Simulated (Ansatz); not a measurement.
# Mo: the cost of one run

Program: Ansatz 0.2.0. Level of theory: DFT PBEsol, scalar-relativistic, plane waves, PAW. These are calculated values, not measurements.

2 further runs of the same task are left out: 2 set aside as unsound or not needed.

## Step 1: The structure to begin with

It takes space group Im-3m (No. 229, cubic). The conventional cell has a = 3.129 Å, b = 3.129 Å, c = 3.129 Å, α = 90.00°, β = 90.00°, γ = 90.00°. Mo (site symmetry m-3m) is surrounded by 8 Mo at 2.71 Å.

As a file:

```
CELL_PARAMETERS angstrom
-1.56467 1.56467 1.56467
1.56467 -1.56467 1.56467
1.56467 1.56467 -1.56467
ATOMIC_POSITIONS crystal
Mo 0.00000 0.00000 0.00000
```

It goes back to an entry of the Materials Project.

This cell was relaxed beforehand with the same method: volume 15.32 Å³/atom, gap on the mesh none (metal).

## Step 2: Bulk reference on the slab's mesh

input.yaml

```yaml
crystal:
  lattice:
    - [2.7100879082, 0.0, 0.0]
    - [-0.9033626361, 2.5550953834, 0.0]
    - [0.9033626361, 1.2775476917, 2.2127775111]
  atoms:
    - { symbol: Mo, position: [0.0, 0.0, 0.0] }
basis:
  ecutwfc: 420
kpoints:
  mp_grid: { grid: [13, 13, 15] }
hamiltonian:
  xc: pbesol
scf:
  occupations: { method: gaussian, width: 0.1 }
output:
  forces: true
  stress: true
  eigenvalues: true
```

Run with:

```console
ansatz run input.yaml --threads 1 --pin off --max-ram 2560MiB --backend cpu --events-out ev --progress --plain --runs-dir out
```

Q: Estimate wall time and peak memory on 1 thread of Arm Neoverse V2, shared host.

About 4.6 s, with a peak of 0.38 GiB.
